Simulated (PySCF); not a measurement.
# C6H7NS: the cost of one run

Programs: PySCF 2.14.0, with routines of our own; each step states its level. All values are computed. Atoms count from 0.

### 1 The system as given

15 atoms, charge 0, multiplicity 3; geometry from: GFN2-xTB.

### 2 Open-shell or spin-flip excitations: unrestricted TDDFT PBE0/def2-SVPD

Job settings and geometry (Å):

```
{"job": {"kind": "uabs", "xc": "PBE0", "basis": "def2-SVPD", "nstates": 10, "tda": false}, "charge": 0, "multiplicity": 3}
C     -2.258928    -1.325755    -1.858208
C     -1.728478    -0.411484    -1.293937
C     -1.163373     0.697495    -0.571678
S     -2.298160     1.042542     0.893246
C      0.229676     0.512445    -0.104092
N      0.920046     1.675206     0.172683
C      0.791802    -0.758733     0.051670
C      2.053326    -1.038241     0.475547
H     -2.691920    -2.128062    -2.377022
H     -1.257841     1.616005    -1.161572
H      0.358705     2.479568     0.410371
H      1.742059     1.562209     0.744677
H      0.142766    -1.585055    -0.204188
H      2.387822    -2.054612     0.563326
H      2.768084    -0.275538     0.731612
```

Level: unrestricted TDDFT PBE0/def2-SVPD, vertical, gas phase, core orbitals frozen in the response.

Command:

```sh
> OMP_NUM_THREADS=1 python excited_run.py task.json out
```

This one command runs all jobs of the session in turn.

Q: Estimate the wall time and peak memory of this first job on 1 thread of AMD EPYC 7B13, shared host.

About 95 s, with a peak of 0.82 GiB.
